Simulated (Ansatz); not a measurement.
**C5HClF6O2Zn: geometry and vibrations**

What shape does C5HClF6O2Zn take? The plan is to relax it, then compute its harmonic vibrations to see whether it is a minimum and to get the zero-point energy and entropy, and look at its orbitals and charge.

The runs use Ansatz 0.2.0, Gaussian basis; RKS PBE0-D4/def2-TZVP.

The runs, in order: relaxation at PBE0-D4/def2-TZVP; harmonic vibrations at the same level; a single point in def2-TZVPP for the fields.

## Step 1: Where the work starts

SMILES `FC(F)(F)C1=CC(C(F)(F)F)=[O+][Zn-]([Cl])[O]1`, 16 atoms, charge 0, spin multiplicity 1.

Atoms are counted from 1 here; the program's logs count them from 0.

Bond lengths: F1–C2 1.335 Å, C2–F3 1.335 Å, C2–F4 1.333 Å, C2–C5 1.552 Å, C5–C6 1.391 Å, C5–O15 1.254 Å, C6–C7 1.394 Å, C6–H16 1.078 Å, C7–C8 1.552 Å, C7–O12 1.249 Å, C8–F9 1.339 Å, C8–F10 1.339 Å, C8–F11 1.325 Å, O12–Zn13 1.958 Å, Zn13–Cl14 2.063 Å, Zn13–O15 1.943 Å. Angles: F1–C2–F3 107.2°, F1–C2–F4 107.8°, F1–C2–C5 110.4°, F3–C2–F4 107.3°, F3–C2–C5 113.0°, F4–C2–C5 110.8°, C2–C5–C6 117.8°, C2–C5–O15 114.1°, C6–C5–O15 128.1°, C5–C6–C7 121.4°, C5–C6–H16 119.7°, C7–C6–H16 119.0°, C6–C7–C8 115.2°, C6–C7–O12 128.7°, C8–C7–O12 116.1°, C7–C8–F9 110.7°, C7–C8–F10 110.9°, C7–C8–F11 112.3° and more.

As a file:

```xyz
16

F     0.12895    3.03711   -1.58430
C    -0.71081    2.39399   -0.76959
F    -0.62734    2.98007    0.42706
F    -1.94839    2.59136   -1.22336
C    -0.37273    0.87992   -0.72873
C     0.05538    0.34310    0.48082
C     0.39136   -1.00469    0.59800
C     0.85420   -1.44921    2.01073
F    -0.12471   -1.27278    2.90739
F     1.89678   -0.71817    2.42436
F     1.21267   -2.72456    2.04350
O     0.36089   -1.89615   -0.27697
Zn   -0.09240   -1.57366   -2.15480
Cl   -0.63314   -2.85632   -3.67699
O    -0.52446    0.29208   -1.82549
H     0.13377    0.97789    1.34836
```

The start is a GFN2-xTB geometry.

## Step 2: Relaxation at PBE0-D4/def2-TZVP

Input file in.yaml:

```yaml
crystal:
  periodic: [false, false, false]
  atoms:
    - {symbol: F, position_ang: [0.128950, 3.037110, -1.584300]}
    - {symbol: C, position_ang: [-0.710810, 2.393990, -0.769590]}
    - {symbol: F, position_ang: [-0.627340, 2.980070, 0.427060]}
    - {symbol: F, position_ang: [-1.948390, 2.591360, -1.223360]}
    - {symbol: C, position_ang: [-0.372730, 0.879920, -0.728730]}
    - {symbol: C, position_ang: [0.055380, 0.343100, 0.480820]}
    - {symbol: C, position_ang: [0.391360, -1.004690, 0.598000]}
    - {symbol: C, position_ang: [0.854200, -1.449210, 2.010730]}
    - {symbol: F, position_ang: [-0.124710, -1.272780, 2.907390]}
    - {symbol: F, position_ang: [1.896780, -0.718170, 2.424360]}
    - {symbol: F, position_ang: [1.212670, -2.724560, 2.043500]}
    - {symbol: O, position_ang: [0.360890, -1.896150, -0.276970]}
    - {symbol: Zn, position_ang: [-0.092400, -1.573660, -2.154800]}
    - {symbol: Cl, position_ang: [-0.633140, -2.856320, -3.676990]}
    - {symbol: O, position_ang: [-0.524460, 0.292080, -1.825490]}
    - {symbol: H, position_ang: [0.133770, 0.977890, 1.348360]}
basis:
  gaussian: {orbitals: def2-TZVP}
hamiltonian: {xc: pbe0, dispersion: d4}
relax: {f_tol: 0.005, max_steps: 150}
```

Command:

```bash
ansatz run in.yaml --threads 11 --pin off --events-out ev --progress --plain --max-ram 120832MiB --backend cuda --devices 0, --max-vram 75GiB
```

Further steps of the session: Force constants and modes; A single point for the fields.

**Question.** What will the summary of the whole plan be? Wanted: point group; shift from the start; total energy; dispersion term; dipole moment; lowest, highest wavenumber; zero-point energy; HOMO, LUMO.

As calculated:

| quantity | value |
| --- | --- |
| point group | C2v |
| steps | 34 |
| shift from the start (rms) | 0.497 Å |
| total energy | -86517.0186 eV |
| dispersion term | -455 meV |
| dipole moment | 2.71 D |
| lowest, highest wavenumber | 17, 3281 cm⁻¹ |
| zero-point energy | 43.2 kcal/mol |
| entropy at 298.15 K | 547.4 J/(mol K) |
| HOMO, LUMO | -8.61, -3.40 eV |

What this shows: The relaxed geometry lies 0.50 Å (rms) from the start; the bond that changed most is Zn13–Cl14, from 2.063 to 2.104 Å. All wavenumbers are real, so the end point is a minimum. The stiffest mode, 3281 cm⁻¹, is a C–H stretch, and 10 modes under 200 cm⁻¹ make the vibrational entropy uncertain. Harmonic hybrid wavenumbers usually lie a few per cent above measured fundamentals. The largest Mulliken charge, +0.63 e, sits on Zn13. The HOMO lies mostly on C6 29 %; Cl14 23 % and the LUMO on C5, C7 about 27 % each; O12, O15 about 14 % each.
